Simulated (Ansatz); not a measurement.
## Br2: harmonic frequencies at the relaxed geometry, step by step

Computed with the Ansatz DFT code, driven from Python.

Notebook, run cell by cell (the value of a cell's last expression is shown):

```python
import ansatz
from ase import Atoms
import numpy as np

atoms = Atoms(['Br', 'Br'], positions=[
    [0.0, 0.0, 0.0],
    [0.0, 0.0, 2.23],
])
geometry = ansatz.Crystal.molecule_from_ase(atoms)
```

```python
calc = geometry.calculation()
calc = calc.basis(gaussian='def2-SVP')
calc = calc.functional('hf').accuracy('high')
symbols = [site.symbol for site in geometry.cartesian_sites]
start = np.array([site.position_ang for site in geometry.cartesian_sites], dtype=float)
report = calc.relax(force_tolerance=0.003).run(threads=1, backend='cpu').report
end = np.array(report['positions_ang'])

print('bond        before    after (A)')
for i, j in [(0, 1)]:
    d0, d1 = (np.linalg.norm(xyz[i] - xyz[j]) for xyz in (start, end))
    print(f'{symbols[i]}{i}-{symbols[j]}{j}'.ljust(10), f'{d0:8.4f} {d1:8.4f}')

minimum = ansatz.Crystal.molecule()
for symbol, xyz in zip(symbols, end):
    minimum = minimum.atom(symbol, xyz.tolist())
vibrating = (
    minimum.calculation()
    .basis(gaussian='def2-SVP')
    .functional('hf')
    .accuracy('high')
    .phonons(temperatures=(100, 500, 100))
)
vib = vibrating.run(threads=1, backend='cpu').report['vibrations']
sums = vib['harmonic_sums']
modes = [m['omega_inv_cm'] for m in sums['modes_at_gamma'] if m['rigid_motion'] == 'no']
print('frequencies (1/cm):', ' '.join(f'{w:.0f}' for w in modes))
print('imaginary modes:', sum(w < 0 for w in modes), ' zero-point energy:', round(sums['zero_point_energy_ev'], 4), 'eV')
print('T (K)   F_vib (eV)   S_vib (meV/K)   C_vib (meV/K)')
for row in zip(sums['temperatures_k'], sums['vibrational_free_energy_ev'], vib['entropy_ev_per_k'], vib['heat_capacity_ev_per_k']):
    print(f'{row[0]:6.1f} {row[1]:11.4f} {1000 * row[2]:13.4f} {1000 * row[3]:15.4f}')
```

    bond        before    after (A)
    Br0-Br1      2.2300   2.2985
    frequencies (1/cm): 338
    imaginary modes: 0  zero-point energy: 0.021 eV
    T (K)   F_vib (eV)   S_vib (meV/K)   C_vib (meV/K)
     100.0      0.0209        0.0039          0.0160
     200.0      0.0194        0.0281          0.0538
     300.0      0.0153        0.0534          0.0695
     400.0      0.0088        0.0744          0.0763
     500.0      0.0005        0.0919          0.0797

Caveats:
- These settings explore the input space; basis and method may be short of convergence.
- The frequencies are harmonic and unscaled, in a modest basis. The result belongs to the one conformer reached from this start, and soft torsions count as harmonic oscillators.
- The spin state was assumed, and another may lie lower.
- Run time: 22 s on 1 thread of Arm Neoverse V1, on a shared host, peak memory 0.24 GiB.

(Lines on the test bed's own set-up are left out of the output.)
